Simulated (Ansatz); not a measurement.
**NF3 (nitrogen trifluoride) at PBE/cc-pVTZ**

Aim: the electronic atomisation energy of NF3 (nitrogen trifluoride) at PBE/cc-pVTZ, from 3 runs. 

The results are computed with Ansatz 0.2.0.

22 further runs of the same task are left out: 22 set aside as unsound or not needed.

**1. The molecule**

NF3: 4 atoms, total charge 0, spin state singlet. As SMILES, `FN(F)F`. The coordinates come from a PBE0-D4/def2-TZVP relaxation.

Bond lengths: F1–N2 1.360 Å, N2–F3 1.360 Å, N2–F4 1.360 Å. Angles: F1–N2–F3 102.1°, F1–N2–F4 102.1°, F3–N2–F4 102.1°.

**2. A single-point energy at PBE/cc-pVTZ**

molecule.yaml reads:

```yaml
crystal:
  periodic: [false, false, false]
  atoms:
    - symbol: F
      position_ang: [0.614010, 0.000340, 1.066930]
    - symbol: N
      position_ang: [0.353420, -0.074150, -0.266250]
    - symbol: F
      position_ang: [-0.636280, -1.006490, -0.312240]
    - symbol: F
      position_ang: [-0.331150, 1.080310, -0.488440]
basis:
  gaussian: {orbitals: cc-pVTZ}
magnetization: {spin_polarized: false, initial_magnetization: 0}
hamiltonian: {xc: pbe}
accuracy: high
output: {orbitals: {seedname: orbitals}}
```

Started as:

```console
$ ansatz run molecule.yaml --threads 1 --pin off --max-ram 3480MiB --events-out events.jsonl --progress --plain --runs-dir runs
```

Output:

```text
Warning: RAYON_NUM_THREADS=1 ignored (pool sized by the plan → 1); use --threads N
Functional definition: PBE
  name "PBE"
  parameter kappa = 0.804
  parameter beta = 0.06672455060314922
  exchange = pbe_x(kappa = kappa, mu = beta*pi^2/3)
  correlation = pbe_c(beta = beta)
2075 factors; integrals over basis functions are off by at most 3.4e-9 eV
mean field evaluation 1: about -9628.5890 eV, gradient 3.8e1 eV
mean field evaluation 2: about -9622.9325 eV, gradient 7.5e1 eV
mean field evaluation 4: about -9630.2501 eV, gradient 1.7e0 eV
mean field evaluation 8: about -9630.2467 eV, gradient 5.9e-2 eV
mean field evaluation 16: about -9630.2467 eV, gradient 2.3e-5 eV
mean field -9630.24666429 eV, -353.9050372969 hartree, gradient 6.9e-8 eV, S^2 0.000000; 0 other end points of the search recorded, 0 dependent functions left out
reference -9630.24666540 eV, -353.9050373376 hartree; 17, 17 occupied and 103, 103 virtual orbitals, 2075 factors
Total energy: -9630.24666540 eV, -353.9050373376 hartree
```

Wall time 3.3 s (1 thread of Intel Xeon 6975P-C (Granite Rapids), shared host); peak memory 0.3 GiB.

**3. The F atom at the same level**

input.yaml reads:

```yaml
crystal:
  periodic: [false, false, false]
  atoms:
    - {symbol: F, position_ang: [0.000000, 0.000000, 0.000000]}
basis:
  gaussian:
    orbitals: cc-pVTZ
magnetization:
  spin_polarized: true
  initial_magnetization: 1
hamiltonian:
  xc: {name: PBE}
accuracy: high
```

Run the same way, it converges to -99.66135 Eh (log not shown).

**4. The N atom at the same level**

job.yaml reads:

```yaml
crystal:
  periodic: [false, false, false]
  atoms:
    - {symbol: N, position_ang: [0.000000, 0.000000, 0.000000]}
basis:
  gaussian: {orbitals: cc-pVTZ}
accuracy: high
hamiltonian: {xc: pbe}
magnetization: {spin_polarized: true, initial_magnetization: 3}
```

Run the same way, it converges to -54.52967 Eh (log not shown).

**5. Summary of results**

Level: PBE/cc-pVTZ.

```
                     quantity          value
       molecule: total energy  -353.90504 Eh
        molecule: HOMO energy       -8.12 eV
        molecule: LUMO energy       -0.46 eV
      molecule: HOMO–LUMO gap        7.66 eV
         F atom: total energy   -99.66135 Eh
                 F atom: ⟨S²⟩          0.751
         N atom: total energy   -54.52967 Eh
                 N atom: ⟨S²⟩          3.752
electronic atomisation energy      10.648 eV
```

In words: Taking the molecule apart into free atoms costs 10.65 eV (1027 kJ/mol), before zero-point energy and without spin-orbit coupling.
